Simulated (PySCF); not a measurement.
# F2O2Te (TeO2F2): the cost of one run

Computed with PySCF 2.14.0. Level: levels as typed in each script, gas phase, geometry from GFN2-xTB.

## Step 1: The system as given

5 atoms, charge 0, spin multiplicity 1.

Bond lengths: Te1–O2 1.719 Å, Te1–O3 1.719 Å, Te1–F4 1.908 Å, Te1–F5 1.908 Å. Angles: O2–Te1–O3 127.2°, O2–Te1–F4 108.7°, O2–Te1–F5 108.7°, O3–Te1–F4 108.7°, O3–Te1–F5 108.7°, F4–Te1–F5 87.5°.

As a file:

```xyz
5

Te   -0.14630    0.00002    0.00002
O    -0.91087    1.53965   -0.00029
O    -0.90947   -1.54075    0.00010
F     1.23160    0.00063    1.32021
F     1.23174    0.00022   -1.32017
```

## Step 2: Localised orbitals (B3LYP/def2-svp)

Input file input.py:

```python
import numpy as np
from pyscf import gto, scf, dft, lo
from pyscf.data.elements import chemcore

def solve(mol, dm0=None, hcore=None):
    mf = (dft.UKS if mol.spin else dft.RKS)(mol, xc='b3lyp')
    mf.grids.level = 3
    mf = mf.density_fit(auxbasis='def2-universal-jkfit')
    mf.conv_tol, mf.max_cycle = 1e-8, 80
    if hcore is not None:
        mf.get_hcore = lambda *args: hcore
    mf.kernel(dm0)
    if not mf.converged:
        mf = mf.newton().run(mf.mo_coeff, mf.mo_occ, max_cycle=30)
    assert mf.converged, 'SCF not converged'
    return mf

mol = gto.M(atom='''
Te    -0.14630     0.00002     0.00002
O     -0.91087     1.53965    -0.00029
O     -0.90947    -1.54075     0.00010
F      1.23160     0.00063     1.32021
F      1.23174     0.00022    -1.32017
''', basis='def2-svp', ecp={'Te': 'def2-svp'}, charge=0, spin=0, verbose=4)
mf = solve(mol)
occ_all = mf.mo_coeff[:, mf.mo_occ > 0]
occ = occ_all[:, chemcore(mol):]
pm = lo.PM(mol, occ, pop_method='meta_lowdin')
loc = pm.kernel()
for _ in range(5):
    new, stable = pm.stability_jacobi(return_status=True)
    if stable:
        break
    loc = pm.kernel(new)
fock, s = mf.get_fock(), mf.get_ovlp()
ortho = lo.orth_ao(mol, 'meta_lowdin')
labels = mol.ao_labels(fmt=None)
vir = loc[:, :0]
both = np.hstack([loc, vir])
p = (ortho.T @ s @ both) ** 2
pop = np.array([p[[l[0] == a for l in labels]].sum(0) for a in range(mol.natm)])
spd = np.array([[p[[l[0] == a and l[2][-1] == k for l in labels]].sum(0) for k in 'spd'] for a in range(mol.natm)])
eps = np.einsum('pi,pq,qi->i', both, fock, both)
for i in np.argsort(eps):
    top = np.argsort(-pop[:, i])[:3]
    print('%3d %s %9.4f Eh ' % (i + 1, 'occ' if i < loc.shape[1] else 'vir', eps[i]), '  '.join('%s%d %.3f' % (mol.atom_symbol(a), a + 1, pop[a, i]) for a in top))
np.savez('result.npz', c=both, nocc=loc.shape[1], pop=pop, spd=spd, eps=eps, e=mf.e_tot)
```

On the command line:

```console
$ OMP_NUM_THREADS=1 python input.py
```

What time and memory should one allow on 1 thread of Arm Neoverse V1, shared host?

About 9 s, with a peak of 0.36 GiB.
